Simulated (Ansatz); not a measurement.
## Sn3Te under changes of volume

One of the cells (28.798 Å³/atom); the others are scaled copies at fixed shape and fractional positions:

```
Te Sn
1.0
     4.86562    0.00000    0.00000
     0.00000    4.86562    0.00000
     0.00000    0.00000    4.86562
Te Sn
1 3
Cartesian
  0.0000 0.0000 0.0000
  0.0000 2.4328 2.4328
  2.4328 0.0000 2.4328
  2.4328 2.4328 0.0000
```

The cell comes from a database or a generator and needn't be the stable form of this composition.

- Program: Ansatz 0.2.0
- Functional: PBE
- Potentials or basis: Ansatz PAW
- Cutoff: 420 eV (not typed: the program's choice for these potentials)
- k mesh: 6 × 6 × 6
- Occupations: fermi-dirac, width 0.05 eV
- Spin: no spin polarisation

```csv
volume (Å³/atom),energy over the lowest point (meV/atom),pressure (GPa)
27.070,20.29,3.5
27.646,9.70,2.3
28.222,3.05,1.3
28.798,0.00,0.3
29.373,0.25,-0.5
29.949,?,?
30.525,9.33,-2.0
```

**Question.** What does the run at 29.949 Å³/atom give?

**Answer.** Energy over the lowest point 3.46 meV/atom; pressure -1.3 GPa.

Worked out: A Birch-Murnaghan fit of order 3 (a polynomial in V^(-2/3)) to the other rows has its minimum at 29.04 Å³/atom with B0 = V·E''(V) = 44 GPa and B' = 3.8. It gives 3.43 meV/atom at 29.949 Å³/atom, against the run's 3.46, and -dE/dV = -1.3 GPa, against -1.3.

Energies are extrapolated to zero smearing.
